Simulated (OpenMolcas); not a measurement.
# WO3 (SMILES [O]=[W](=[O])=[O]) at SCAN/def2-TZVP (core potential)

Aim: the energy change on altering one bond length of WO3 at SCAN/def2-TZVP (core potential), from 2 runs. 

Program for the calculation: OpenMolcas 26.06.

9 further runs of the same task are left out: 9 set aside as unsound or not needed.

### 1 The structure to begin with

WO3 has 4 atoms, charge 0, and is taken as a singlet. SMILES: `[O]=[W](=[O])=[O]`. Geometry: relaxed at PBE0-D4/def2-TZVP.

Bond lengths: O1–W2 1.716 Å, W2–O3 1.716 Å, W2–O4 1.716 Å. Angles: O1–W2–O3 107.5°, O1–W2–O4 107.5°, O3–W2–O4 107.5°.

### 2 A single-point energy at SCAN/def2-TZVP (core potential)

Contents of job.inp:

```
&GATEWAY
 BasLib
 $CurrDir
 Coord
 4
 angstrom
 O       -0.237500       0.265200       1.555000
 W       -0.366400      -0.283700      -0.065200
 O        1.071700      -1.143300      -0.433900
 O       -0.412200       1.101500      -1.076300
 Basis
 def2-TZVP
 Group
 NoSym

&SEWARD

&SCF
 KSDFT
 2
 1.0 MGGA_X_SCAN
 1.0 MGGA_C_SCAN
 Thresholds
 1e-06 0.001 0.001 0.01
 PrOrbitals
 1 1
```

The basis set def2-TZVP is read from a file made from the Basis Set Exchange's data (not shown).

Started as:

```sh
export MOLCAS_MEM=1860
pymolcas job.inp > job.log
```

What it wrote:

```text
--- Start Module: gateway ---

                                              &GATEWAY

                       available to each process: 1.9 GB of memory, 1 thread

 Basis Set     1 Label: O.DEF2-TZVP
 Basis set is read from library:.
 basistype.tbl is not found

 Basis Set     2 Label: W.DEF2-TZVP
 Basis set is read from library:.
 basistype.tbl is not found

 Basis Set     3 Label: O.DEF2-TZVP
 Basis set is read from library:.
 basistype.tbl is not found

++    Symmetry information:
      ---------------------

                    Character Table for C1

                             E
                    a        1  x, y, xy, Rz, z, xz, Ry, yz, Rx, I
--

++    Basis set information:
      ----------------------

      Basis set label: O.DEF2-TZVP.........

      Electronic valence basis set:
      ------------------
      Associated Effective Charge   8.000000 au
      Associated Actual Charge      8.000000 au
      Nuclear Model: Point charge

      Shell  nPrim  nBasis  Cartesian Spherical Contaminant
         s      11       5        X
         p       6       3        X
         d       2       2                 X
         f       1       1                 X

      Basis set label: W.DEF2-TZVP....ECP.....

      Electronic valence basis set:
      ------------------
      Associated Effective Charge  14.000000 au
      Associated Actual Charge     74.000000 au
      Nuclear Model: Point charge

      Shell  nPrim  nBasis  Cartesian Spherical Contaminant
         s       8       6        X
         p       7       4        X
         d       6       3                 X
         f       1       1                 X

      Pseudo Potential specification:
      =======================================

      Number of Core Electrons:  60

      Potential  nTerms
           H       1
         s-H       3
         p-H       3
         d-H       3

      Effective Core Potential specification:
      =======================================

      Basis set label: O.DEF2-TZVP.........

      Electronic valence basis set:
      ------------------
      Associated Effective Charge   8.000000 au
      Associated Actual Charge      8.000000 au
      Nuclear Model: Point charge

      Shell  nPrim  nBasis  Cartesian Spherical Contaminant
         s      11       5        X
         p       6       3        X
         d       2       2                 X
         f       1       1                 X
--

++    Molecular structure info:
      -------------------------

                    ************************************************
                    **** Cartesian Coordinates / bohr, angstrom ****
                    ************************************************

     Center  Label                x              y              z                     x              y              z
        1      O1              -0.448810       0.501155       2.938524             -0.237500       0.265200       1.555000
        2      W2              -0.692396      -0.536115      -0.123210             -0.366400      -0.283700      -0.065200
        3      O3               2.025219      -2.160524      -0.819952              1.071700      -1.143300      -0.433900
        4      O4              -0.778945       2.081533      -2.033912             -0.412200       1.101500      -1.076300

                    ***************************************
                    *    InterNuclear Distances / bohr    *
                    ***************************************

               1 O1            2 W2            3 O3            4 O4
    1 O1       0.000000
    2 W2       3.241833        0.000000
    3 O3       5.227954        3.241849        0.000000
    4 O4       5.227974        3.241968        5.228010        0.000000

                    *******************************************
                    *    InterNuclear Distances / angstrom    *
                    *******************************************

               1 O1            2 W2            3 O3            4 O4
    1 O1       0.000000
    2 W2       1.715504        0.000000
    3 O3       2.766514        1.715513        0.000000
    4 O4       2.766524        1.715576        2.766544        0.000000
--

            Nuclear Potential Energy            140.36892882 au

--- Stop Module: gateway /rc=_RC_ALL_IS_WELL_ ---

--- Start Module: seward ---

                                              &SEWARD

                       available to each process: 1.9 GB of memory, 1 thread

               SEWARD will generate:
                  Multipole Moment integrals up to order  2
                  Kinetic Energy integrals
                  Nuclear Attraction integrals (point charge)
                  One-Electron Hamiltonian integrals modified with ECP contributions
                  Velocity integrals
                  Pseudo Potential integrals
                  Orbital angular momentum around ( -0.4942  -0.3961  -0.0919 )
                  Velocity quadrupole around ( -0.4942  -0.3961  -0.0919 )
                  Two-Electron Repulsion integrals

                   Integrals are discarded if absolute value <: 1.00E-14
                   Integral cutoff threshold is set to       <: 1.00E-16

            Nuclear Potential Energy            140.36892882 au

      Basis set specifications :
      Symmetry species         a
      Basis functions          133

--- Stop Module: seward /rc=_RC_ALL_IS_WELL_ ---
--- Module seward spent 13 seconds ---

--- Start Module: scf ---

                                                &SCF

                       available to each process: 1.9 GB of memory, 1 thread

 ###############################################################################
 ###     Minimized-density-differences option turned off!                    ###
 ###############################################################################
++    Input section:
      --------------

      Header of the integral files:

      Cartesian coordinates in angstrom:
      -----------------------------------------------------
      No.  Label        X            Y            Z
      -----------------------------------------------------
       1   O1        -0.23750000   0.26520000   1.55500000
       2   W2        -0.36640000  -0.28370000  -0.06520000
       3   O3         1.07170000  -1.14330000  -0.43390000
       4   O4        -0.41220000   1.10150000  -1.07630000
      -----------------------------------------------------
      Nuclear repulsion energy =  140.36892882
--

++    Orbital specifications:
      -----------------------

      Symmetry species               1
                                     a
      Frozen orbitals                0
      Occupied orbitals             19
      Secondary orbitals           114
      Deleted orbitals               0
      Total number of orbitals     133
      Number of basis functions    133
--

      Molecular charge                           0.000

      Numerical integration parameters
      --------------------------------
      Radial quadrature type:                         MHL
      Size of radial grid:                            75
      Lebedev angular grid:                           29
      Angular grid pruned with the crowding factor:  3.00E+00
                                 and fading factor:  6.00E+00
      Screening threshold for integral computation:   1.00E-11
      Radial quadrature accuracy:                     1.00E-25
      Maximum batch size:                             128
      AO values are stored on disk
      The same grid will be used for all iterations.

      DFT functional specifications
      -----------------------------
      Using Libxc version: 6.2.2
      Please cite the following reference:
      S. Lehtola, C. Steigemann, M. J.T. Oliveira, and M. A.L. Marques.,  SoftwareX 7, 1–5 (2018) doi:10.1016/j.softx.2017.11.002

      * SCAN exchange of Sun, Ruzsinszky, and Perdew
        - J. Sun, A. Ruzsinszky, and J. P. Perdew.,  Phys. Rev. Lett. 115, 036402 (2015) doi:10.1103/PhysRevLett.115.036402
      * SCAN correlation of Sun, Ruzsinszky, and Perdew
        - J. Sun, A. Ruzsinszky, and J. P. Perdew.,  Phys. Rev. Lett. 115, 036402 (2015) doi:10.1103/PhysRevLett.115.036402

++    Optimization specifications:
      ----------------------------

      SCF Algorithm: Conventional
      D(i)-D(i-1) density differences are used
      Number of density matrices in core                 5
      Maximum number of NDDO SCF iterations            400
      Maximum number of HF SCF iterations              400
      Threshold for SCF energy change             1.00E-06
      Threshold for density matrix                1.00E-03
      Threshold for Fock matrix                   1.00E-03
      Threshold for linear dependence             1.00E-09
      Threshold at which DIIS is turned on        1.50E-01
      Maximum depth in the DIIS procedure                5
      Maximum depth in the BFGS Hessian update          30
      Threshold at which QNR/C2DIIS is turned on  7.50E-02
      Threshold for Norm(delta) (QNR/C2DIIS)      1.00E-02
      All orbitals punched on: SCFORB
--

      Input vectors read from INPORB
      Orbital file label: *Guess orbitals

++ Convergence information
                                   [...]      iterations: Energy and convergence statistics

Iter     Tot. [...]      One-elec.       Two-elec.     Energy      Max Dij or  Max Fij      DNorm      TNorm      AccCon     Time
         Energy          Energy          Energy        Change      Delta Norm                                                in Sec.
   1  -271.520758054  -716.847812362   304.958125485   0.00E+00    7.88E-01*   1.30E+01*    1.38E+01   2.00E+02   None         2.
   2  -278.050872161  -727.902643277   309.482842293  -6.53E+00*   5.09E-01*   5.22E-01*    1.38E+01   1.99E+02   EDIIS        2.
   3  -283.465086496  -752.126855620   328.292840301  -5.41E+00*   2.44E-01*   2.70E-01*    9.87E+00   2.06E+02   EDIIS        2.
   4  -292.587805798  -728.595956639   295.639222018  -9.12E+00*   7.76E-01*   1.11E-01*    4.62E+00   1.98E+02   EDIIS        2.
   5  -291.030853981  -742.227799125   310.828016321   1.56E+00*   1.83E-01*   7.85E-02*    3.85E+00   2.02E+02   EDIIS        2.
   6  -292.801308278  -742.288677969   309.118440868  -1.77E+00*   5.72E-01*   7.43E-02*    1.38E+00   2.02E+02   EDIIS        2.
   7  -292.368326181  -732.135680425   299.398425420   4.33E-01*   7.99E-02*   3.86E-02*    1.84E+00   1.99E+02   EDIIS        2.
   8  -292.909856528  -734.557595323   301.278809973  -5.42E-01*   1.97E-01*   2.64E-02*    5.70E-01   2.00E+02   c2DIIS       2.
   9  -292.862439372  -738.594726357   305.363358162   4.74E-02*   4.72E-02*   1.53E-02*    7.53E-01   2.01E+02   c2DIIS       2.
  10  -292.927903911  -736.742995566   303.446162833  -6.55E-02*   5.07E-02*   5.70E-03*    1.52E-01   2.00E+02   QNRc2DIIS    2.
  11  -292.923973165  -737.091853088   303.798951100   3.93E-03*   3.94E-02*   2.12E-02*    1.70E-01   2.00E+02   QNRc2DIIS    2.
  12  -292.928200822  -736.940262602   303.643132956  -4.23E-03*   9.08E-03    4.30E-03*    1.08E-01   2.00E+02   QNRc2DIIS    2.
  13  -292.928402838  -736.851382780   303.554051118  -2.02E-04*   1.78E-03    9.77E-04     3.62E-02   2.00E+02   QNRc2DIIS    2.
  14  -292.928413012  -736.856609156   303.559267321  -1.02E-05*   5.16E-04    1.01E-04     4.76E-03   2.00E+02   QNRc2DIIS    2.
  15  -292.928413368  -736.862566179   303.565223987  -3.56E-07    3.43E-04    3.71E-05     1.82E-03   2.00E+02   QNRc2DIIS    2.

       Convergence after  15 Iterations
--

 *****************************************************************************************************************************
 *                                             SCF/KS-DFT Program, Final results                                             *
 *                                                       Final Results                                                       *
 *****************************************************************************************************************************

::    Total KS-DFT energy                            -292.9284133684
      One-electron energy                            -736.8625661789
      Two-electron energy                             303.5652239873
      Nuclear repulsion energy                        140.3689288232
      Kinetic energy (interpolated)                   247.8774097454
      Virial theorem                                    1.1817471131
      Total spin, S(S+1)                                0.0000000000
      Total spin, S                                     0.0000000000
      Max non-diagonal density matrix element           0.0005061431
      Max non-diagonal Fock matrix element              0.0000257963

      All orbitals with orbital energies smaller than  E(LUMO)+0.5 are printed

++    Molecular orbitals:
      -------------------

      Title: RKS-DFT orbitals

      Molecular orbitals for symmetry species 1: a

          Orbital            1         2         3         4         5         6         7         8         9        10
          Energy          -18.9743  -18.9742  -18.9742   -3.0168   -1.6829   -1.6828   -1.6828   -0.9065   -0.8878   -0.8877
          Occ. No.          2.0000    2.0000    2.0000    2.0000    2.0000    2.0000    2.0000    2.0000    2.0000    2.0000

          Orbital           11        12        13        14        15        16        17        18        19        20
          Energy           -0.3980   -0.3980   -0.3794   -0.3794   -0.3781   -0.3242   -0.2919   -0.2919   -0.2813   -0.1981
          Occ. No.          2.0000    2.0000    2.0000    2.0000    2.0000    2.0000    2.0000    2.0000    2.0000    0.0000

          Orbital           21        22        23        24        25        26        27        28        29        30
          Energy           -0.0978   -0.0978   -0.0215   -0.0005   -0.0003    0.0725    0.1072    0.1072    0.1738    0.2153
          Occ. No.          0.0000    0.0000    0.0000    0.0000    0.0000    0.0000    0.0000    0.0000    0.0000    0.0000

          Orbital           31        32        33        34
          Energy            0.2171    0.2171    0.2390    0.2390
          Occ. No.          0.0000    0.0000    0.0000    0.0000

--

++    Molecular charges:
      ------------------

      Mulliken charges per centre and basis function type
      ---------------------------------------------------

                O1      W2      O3      O4
      1s       3.9318  2.3469  3.9319  3.9319
      2px      1.5085  2.0593  1.5118  1.4829
      2pz      1.4208  2.0957  1.6118  1.5110
      2py      1.5943  2.0780  1.4000  1.5296
      3d2+     0.0013  0.7700  0.0081  0.0048
      3d1+     0.0079  0.7786  0.0064  0.0032
      3d0      0.0089  0.7644  0.0027  0.0056
      3d1-     0.0074  0.7916  0.0023  0.0069
      3d2-     0.0013  0.7000  0.0073  0.0063
      4f3+     0.0000  0.0227  0.0004  0.0002
      4f2+     0.0001  0.0144  0.0001  0.0003
      4f1+     0.0003  0.0231  0.0002  0.0000
      4f0      0.0005  0.0286  0.0002  0.0001
      4f1-     0.0004  0.0369  0.0001  0.0004
      4f2-     0.0001  0.0254  0.0002  0.0002
      4f3-     0.0000  0.0134  0.0003  0.0002
      Total    8.4837 12.5491  8.4837  8.4836

      N-E     -0.4837  1.4509 -0.4837 -0.4836

      Total electronic charge=   38.000000

      Total            charge=   -0.000000
--

++    Molecular properties:
      ---------------------

      Charge (e):
                      =   -0.0000
      Dipole Moment (debye):
      Origin of the operator (angstrom)=   -0.2615   -0.2096   -0.0486
                   X= -4.5885E+00               Y= -3.2398E+00               Z= -7.2475E-01           Total=  5.6636E+00
      Quadrupole Moment (debye*angstrom):
      Origin of the operator (angstrom)=   -0.2615   -0.2096   -0.0486
                  XX= -3.7374E+01              XY=  4.6755E+00              XZ=  1.0469E+00              YY= -4.0692E+01
                  YZ=  7.3943E-01              ZZ= -4.3827E+01
      In traceless form (debye*angstrom)
                  XX=  4.8853E+00              XY=  7.0133E+00              XZ=  1.5703E+00              YY= -9.1126E-02
                  YZ=  1.1091E+00              ZZ= -4.7942E+00
--

--- Stop Module: scf /rc=_RC_ALL_IS_WELL_ ---
--- Module scf spent 38 seconds ---

.##################.
.# Happy landing! #.
.##################.

    Timing: Wall=52.72 User=40.34 System=10.98
```

It took 53 s on 1 thread of AMD EPYC 7R43 (Zen 3), shared host; peak memory 0.96 GiB.

[end of part 1 of 2]
